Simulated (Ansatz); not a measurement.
**C₂H₇NOSi: how energies converge with the basis set**

How large a basis does C₂H₇NOSi need? Two functionals are run in growing sets.

Program: Ansatz 0.2.0, Gaussian basis. Level of theory: one geometry, several basis sets. These are calculated values, not measurements.

The runs, in order: PBE0-D4/def2-SVP; ωB97M-V/def2-SVP; PBE0-D4/def2-QZVPP; ωB97M-V/def2-QZVPP; the functionals' def2-TZVPP values are taken from earlier runs.

## Step 1: The geometry

All runs share one geometry, relaxed beforehand with PBE0-D4 in a triple-zeta def2 set.

12 atoms, charge 0, spin multiplicity 1.

Atoms are counted from 1 here; the program's logs count them from 0.

Bond lengths: C1–C2 1.527 Å, C1–N5 1.457 Å, C1–H6 1.095 Å, C1–H7 1.100 Å, C2–O3 1.422 Å, C2–H8 1.097 Å, C2–H9 1.092 Å, O3–Si4 1.654 Å, Si4–N5 1.721 Å, Si4–H10 1.490 Å, Si4–H11 1.486 Å, N5–H12 1.005 Å. Angles: C2–C1–N5 104.5°, C2–C1–H6 110.1°, C2–C1–H7 110.0°, N5–C1–H6 111.6°, N5–C1–H7 112.7°, H6–C1–H7 107.9°, C1–C2–O3 108.3°, C1–C2–H8 110.1°, C1–C2–H9 111.8°, O3–C2–H8 109.3°, O3–C2–H9 108.7°, H8–C2–H9 108.7°, C2–O3–Si4 110.4°, O3–Si4–N5 95.6°, O3–Si4–H10 109.7°, O3–Si4–H11 113.4°, N5–Si4–H10 117.1°, N5–Si4–H11 112.9° and more.

## Step 2: PBE0-D4 in def2-SVP

Contents of in.yaml:

```yaml
crystal:
  periodic: [false, false, false]
  atoms:
    - {symbol: C, position_ang: [-0.671598, 0.809413, 0.399543]}
    - {symbol: C, position_ang: [-0.115119, -0.327718, 1.252597]}
    - {symbol: O, position_ang: [1.022939, -0.866526, 0.590880]}
    - {symbol: Si, position_ang: [0.892237, -0.657229, -1.044970]}
    - {symbol: N, position_ang: [-0.497641, 0.354776, -0.973290]}
    - {symbol: H, position_ang: [-1.727144, 0.976479, 0.637146]}
    - {symbol: H, position_ang: [-0.125391, 1.740313, 0.610269]}
    - {symbol: H, position_ang: [-0.871154, -1.112904, 1.371893]}
    - {symbol: H, position_ang: [0.187320, 0.019463, 2.242785]}
    - {symbol: H, position_ang: [2.145302, -0.051533, -1.575911]}
    - {symbol: H, position_ang: [0.649734, -1.923087, -1.785445]}
    - {symbol: H, position_ang: [-0.812484, 0.983354, -1.691500]}
basis:
  gaussian: {orbitals: def2-SVP}
hamiltonian: {xc: pbe0, dispersion: d4}
output: {orbitals: {seedname: orbitals}}
```

The runs that follow: ωB97M-V in def2-SVP; PBE0-D4 in def2-QZVPP; ωB97M-V in def2-QZVPP.

Q: Predict the results of all the runs planned. Wanted: PBE0-D4: double and triple zeta above quadruple; ωB97M-V: double and triple zeta above quadruple.

As calculated:

```
                                       quantity           value
PBE0-D4: double and triple zeta above quadruple  10.18, 0.61 eV
ωB97M-V: double and triple zeta above quadruple  10.38, 0.58 eV
```

What this shows: PBE0-D4 gains 9.56 eV from double to triple zeta, then 0.61 eV more. Total energies overstate the basis error of differences, where much of it tends to cancel. The LUMO of ωB97M-V is positive and keeps falling with the basis (2.94 to 1.56 eV): an unbound level that the basis holds in place.
